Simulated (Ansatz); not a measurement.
# ScGaTe3: the cost of one run

Program: Ansatz 0.2.0. Level of theory: DFT PBE, scalar-relativistic, plane waves, PAW. These are calculated values, not measurements.

1 further run of the same task is left out (set aside as unsound or not needed). Runs told in other sessions of the task aren't counted.

### Step 1. The system as given

It takes space group P4/mmm (No. 123, tetragonal). Conventional cell: a = 4.001 Å, b = 4.001 Å, c = 9.158 Å, α = 90.00°, β = 90.00°, γ = 90.00°. Sc (site symmetry 4/mmm) has 6 Te at 2.83 to 2.90 Å in its first shell of neighbours. Ga (site symmetry 4/mmm) is surrounded by 8 Te at 3.29 Å. Te (site symmetry 4mm) is surrounded by 1 Sc at 2.90 Å and 4 Ga at 3.29 Å. Around Te (site symmetry 4/mmm) lie 4 Sc at 2.83 Å.

Coordinates:

```
Sc Ga Te
1.0
     2.82937   -2.82955    0.00000
     2.82937    2.82955    0.00000
     0.00000    0.00000    9.15795
Sc Ga Te
1 1 3
Direct
  0.50000 0.50000 0.00000
  0.00000 0.00000 0.50000
  0.50000 0.50000 0.31656
  0.50000 0.50000 0.68344
  0.00000 0.00000 0.00000
```

It is the end of an earlier relaxation with the same method, from a generated guess; it is a trial structure. At a tolerance of 0.05 Å it has space group P4/mmm (No. 123); it has 29.33 Å³/atom, an uncorrected energy of -0.41 eV/atom over the elements.

### Step 2. Electronic structure at the relaxed geometry

Contents of input.yaml:

```yaml
crystal:
  lattice:
    - [2.8293665934, -2.8295453901, 0.0]
    - [2.8293665934, 2.8295453901, 0.0]
    - [0.0, 0.0, 9.1579467715]
  atoms:
    - { symbol: Sc, position: [0.5, 0.5, 0.0] }
    - { symbol: Ga, position: [0.0, 0.0, 0.5] }
    - { symbol: Te, position: [0.5, 0.5, 0.3165624573] }
    - { symbol: Te, position: [0.5, 0.5, 0.6834375427] }
    - { symbol: Te, position: [0.0, 0.0, 0.0] }
basis:
  ecutwfc: 420
kpoints:
  mp_grid: { grid: [10, 10, 4] }
  band_path:
    path:
      - [[0.0, 0.0, 0.0], [0.0, 0.5, 0.0], [0.5, 0.4999684, 0.0], [0.0, 0.0, 0.0], [0.0, 0.0, 0.5], [0.0, 0.5, 0.5], [0.5, 0.4999684, 0.5], [0.0, 0.0, 0.5]]
      - [[0.0, 0.5, 0.0], [0.0, 0.5, 0.5]]
      - [[0.5, 0.4999684, 0.0], [0.5, 0.4999684, 0.5]]
    npoints: 14
hamiltonian:
  xc: pbe
scf:
  occupations: { method: gaussian, width: 0.1 }
  n_extra_bands: 12
output:
  forces: true
  stress: true
  eigenvalues: true
  populations: true
  dos: { projected: true, de: 0.02, nscf_kmesh: { grid: [12, 12, 5] } }
  bader: true
```

On the command line:

```console
$ ansatz run input.yaml --threads 1 --pin off --max-ram 2560MiB --backend cpu --events-out ev --progress --plain --runs-dir out
```

**Question.** How long does this run take on 1 thread of Intel Xeon at 2.50GHz (Skylake/Cascade Lake), shared host, and how much memory does it need?

About 3.9 min, with a peak of 0.89 GiB.
